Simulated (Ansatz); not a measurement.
# C2H4FNOSi (SMILES C[SiH](F)N=C=O): B3LYP/cc-pVDZ

What is the energy change on altering one bond length of C2H4FNOSi at B3LYP/cc-pVDZ? 

The calculation is run with Ansatz 0.2.0.

88 further runs of the same task are left out: 88 set aside as unsound or not needed. Runs told in other sessions of the task aren't counted.

### 1 The molecule

The species is C2H4FNOSi (10 atoms), meant as a singlet with charge 0. As SMILES, `C[SiH](F)N=C=O`. The shape is that of a PBE0-D4/def2-TZVP optimisation. This is one conformer, not always the lowest.

Bond lengths: C1–Si2 1.842 Å, Si2–F3 1.595 Å, Si2–N4 1.704 Å, N4–C5 1.195 Å, C5–O6 1.163 Å, C1–H7 1.092 Å, C1–H8 1.092 Å, C1–H9 1.093 Å, Si2–H10 1.478 Å. Some angles: C1–Si2–F3 109.5°, C1–Si2–N4 109.7°, F3–Si2–N4 107.8°, Si2–N4–C5 160.7°, N4–C5–O6 177.8°, C1–Si2–H10 113.8°, F3–Si2–H10 107.2°, N4–Si2–H10 108.6°, Si2–C1–H7 110.7°, Si2–C1–H8 110.7°.

### 2 A single-point energy at B3LYP/cc-pVDZ

Input file in.yaml:

```yaml
crystal:
  periodic: [false, false, false]
  atoms:
    - {symbol: C, position_ang: [-1.318900, -0.731800, 0.573000]}
    - {symbol: Si, position_ang: [0.243800, -0.552500, -0.384700]}
    - {symbol: F, position_ang: [1.343500, -1.551500, 0.196800]}
    - {symbol: "N", position_ang: [0.842100, 1.034600, -0.218600]}
    - {symbol: C, position_ang: [1.568200, 1.980200, -0.298100]}
    - {symbol: O, position_ang: [2.243900, 2.924800, -0.355000]}
    - {symbol: H, position_ang: [-1.152000, -0.507500, 1.629000]}
    - {symbol: H, position_ang: [-1.705900, -1.750300, 0.493100]}
    - {symbol: H, position_ang: [-2.079000, -0.045100, 0.192700]}
    - {symbol: H, position_ang: [0.097700, -0.852100, -1.825100]}
basis:
  gaussian:
    orbitals: cc-pVDZ
hamiltonian:
  xc: {name: B3LYP}
accuracy: high
output: {orbitals: {seedname: orbitals}}
```

Launch:

```bash
ansatz run in.yaml --threads 1 --pin off --max-ram 2610MiB --events-out events.jsonl --progress --plain --runs-dir runs
```

Output:

```text
Warning: RAYON_NUM_THREADS=1 ignored (pool sized by the plan → 1); use --threads N
Functional definition: B3LYP
  name "B3LYP"
  parameter a0 = 0.2
  parameter ax = 0.72
  parameter ac = 0.81
  exchange = (1 - a0 - ax)*slater_x + ax*b88_x + a0*exact_x
  correlation = (1 - ac)*vwn_rpa_c + ac*lyp_c
2440 factors; integrals over basis functions are off by at most 3.7e-9 eV
mean field evaluation 1: about -16264.3547 eV, gradient 7.1e1 eV
mean field evaluation 2: about -16257.7612 eV, gradient 9.1e1 eV
mean field evaluation 4: about -16274.0613 eV, gradient 3.5e0 eV
mean field evaluation 8: about -16274.3052 eV, gradient 8.8e-1 eV
mean field evaluation 16: about -16274.3070 eV, gradient 2.4e-4 eV
mean field -16274.30699310 eV, -598.0697508751 hartree, gradient 3.0e-8 eV, S^2 0.000000; 0 other end points of the search recorded, 0 dependent functions left out
reference -16274.30703326 eV, -598.0697523508 hartree; 27, 27 occupied and 81, 81 virtual orbitals, 2440 factors
Total energy: -16274.30703326 eV, -598.0697523508 hartree
```

It took 12 s on 1 thread of Arm Neoverse V2, shared host; peak memory 0.42 GiB.

### 3 The distorted shape

Input file in.yaml:

```yaml
crystal:
  periodic: [false, false, false]
  atoms:
    - {symbol: C, position_ang: [-1.202805, -0.426263, 0.596969]}
    - {symbol: Si, position_ang: [0.359895, -0.246963, -0.360731]}
    - {symbol: F, position_ang: [1.459595, -1.245963, 0.220769]}
    - {symbol: N, position_ang: [0.958195, 1.340137, -0.194631]}
    - {symbol: C, position_ang: [1.684295, 2.285737, -0.274131]}
    - {symbol: O, position_ang: [2.359995, 3.230337, -0.331031]}
    - {symbol: H, position_ang: [-1.035905, -0.201963, 1.652969]}
    - {symbol: H, position_ang: [-1.705900, -1.750300, 0.493100]}
    - {symbol: H, position_ang: [-1.962905, 0.260437, 0.216669]}
    - {symbol: H, position_ang: [0.213795, -0.546563, -1.801131]}
basis:
  gaussian:
    orbitals: cc-pVDZ
hamiltonian:
  xc: {name: B3LYP}
accuracy: high
output: {orbitals: {seedname: orbitals}}
```

Launch:

```bash
ansatz run in.yaml --threads 1 --pin off --max-ram 2610MiB --events-out events.jsonl --progress --plain --runs-dir runs
```

Output (excerpt; [...] marks lines left out):

```text
Warning: RAYON_NUM_THREADS=1 ignored (pool sized by the plan → 1); use --threads N
[... 7 set-up lines as earlier in the session ...]
2450 factors; integrals over basis functions are off by at most 3.5e-9 eV
mean field evaluation 1: about -16263.5541 eV, gradient 7.0e1 eV
mean field evaluation 2: about -16255.4123 eV, gradient 9.3e1 eV
mean field evaluation 4: about -16273.0859 eV, gradient 5.0e0 eV
mean field evaluation 8: about -16273.3501 eV, gradient 9.1e-1 eV
mean field evaluation 16: about -16273.3520 eV, gradient 4.0e-5 eV
mean field -16273.35199803 eV, -598.0346554534 hartree, gradient 1.4e-8 eV, S^2 0.000000; 0 other end points of the search recorded, 0 dependent functions left out
reference -16273.35203961 eV, -598.0346569816 hartree; 27, 27 occupied and 81, 81 virtual orbitals, 2450 factors
Total energy: -16273.35203961 eV, -598.0346569816 hartree
```

Wall time 12 s (1 thread of Arm Neoverse V2, shared host); peak memory 0.42 GiB.

### 4 What came out

Level: B3LYP/cc-pVDZ.

```
                                                         quantity          value
                                        first shape: total energy  -598.06975 Eh
                                         first shape: HOMO energy       -8.22 eV
                                         first shape: LUMO energy        0.36 eV
                                       first shape: HOMO–LUMO gap        8.58 eV
                                    distorted shape: total energy  -598.03466 Eh
                                     distorted shape: HOMO energy       -8.26 eV
                                     distorted shape: LUMO energy        0.07 eV
                                   distorted shape: HOMO–LUMO gap        8.33 eV
energy change with the C1–H8 bond stretched from 1.092 to 1.420 Å       0.955 eV
```

In words: With the C1–H8 bond stretched from 1.092 to 1.420 Å the energy rises by 0.95 eV (92.1 kJ/mol). The first shape isn't relaxed at this level, so the change isn't measured from a minimum.
